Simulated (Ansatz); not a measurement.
# CH4FSeSi radical: basis-set convergence

The task here is to estimate one member of a computed series from the others.

Method: one geometry, several basis sets; program: Ansatz 0.2.0, Gaussian basis.

Levels to be run: PBE0-D4/def2-SVP; ωB97M-V/def2-SVP; PBE0-D4/def2-QZVPP; ωB97M-V/def2-QZVPP; the functionals' def2-TZVPP values are taken from earlier runs.

## Structure used throughout

All runs share one geometry, relaxed beforehand with PBE0-D4 in a triple-zeta def2 set.

SMILES `C[Se][SiH]F`, 8 atoms, charge 0, spin multiplicity 2.

Atoms are counted from 1 here; the program's logs count them from 0.

Bond lengths: C1–Se2 1.959 Å, C1–H5 1.087 Å, C1–H6 1.087 Å, C1–H7 1.088 Å, Se2–Si3 2.251 Å, Si3–F4 1.608 Å, Si3–H8 1.492 Å. Angles: Se2–C1–H5 110.0°, Se2–C1–H6 110.0°, Se2–C1–H7 106.1°, H5–C1–H6 110.9°, H5–C1–H7 109.8°, H6–C1–H7 109.9°, C1–Se2–Si3 98.3°, Se2–Si3–F4 112.6°, Se2–Si3–H8 105.9°, F4–Si3–H8 107.7°.

The first run:

Input file in.yaml:

```yaml
crystal:
  periodic: [false, false, false]
  atoms:
    - {symbol: C, position_ang: [-0.378251, 1.293029, -0.497035]}
    - {symbol: Se, position_ang: [0.758371, 0.532553, 0.906302]}
    - {symbol: Si, position_ang: [0.102011, -1.613016, 0.727632]}
    - {symbol: F, position_ang: [0.440628, -2.244624, -0.712083]}
    - {symbol: H, position_ang: [-0.152046, 0.827214, -1.453008]}
    - {symbol: H, position_ang: [-1.426252, 1.160764, -0.238647]}
    - {symbol: H, position_ang: [-0.138572, 2.353947, -0.538048]}
    - {symbol: H, position_ang: [0.886310, -2.367068, 1.748987]}
basis:
  gaussian: {orbitals: def2-SVP}
magnetization: {spin_polarized: true, initial_magnetization: 1}
hamiltonian: {xc: pbe0, dispersion: d4}
output: {orbitals: {seedname: orbitals}}
```

Command:

```
> ansatz run in.yaml --threads 2 --pin off --events-out ev --progress --plain --max-ram 20480MiB --backend cpu
```

Among the steps run: PBE0-D4 in def2-SVP; ωB97M-V in def2-SVP; PBE0-D4 in def2-QZVPP; ωB97M-V in def2-QZVPP.

One table of the session follows, with a row left open; its other results are not shown here.

It belongs to the step «Functionals by basis». 

| functional | basis | HOMO (eV) | LUMO (eV) |
| --- | --- | --- | --- |
| PBE0-D4 | def2-SVP | -6.06 | -2.66 |
| PBE0-D4 | def2-TZVPP | -6.14 | -2.68 |
| PBE0-D4 | def2-QZVPP | -6.16 | -2.72 |
| ωB97M-V | def2-SVP | ? | ? |
| ωB97M-V | def2-TZVPP | -7.91 | -1.11 |
| ωB97M-V | def2-QZVPP | -7.94 | -1.19 |

Estimate the missing values for ωB97M-V, def2-SVP.

As computed: HOMO (eV): -7.82; LUMO (eV): -1.01. In the column «HOMO (eV)» it lies between ωB97M-V, def2-TZVPP (-7.91) and PBE0-D4, def2-QZVPP (-6.16).
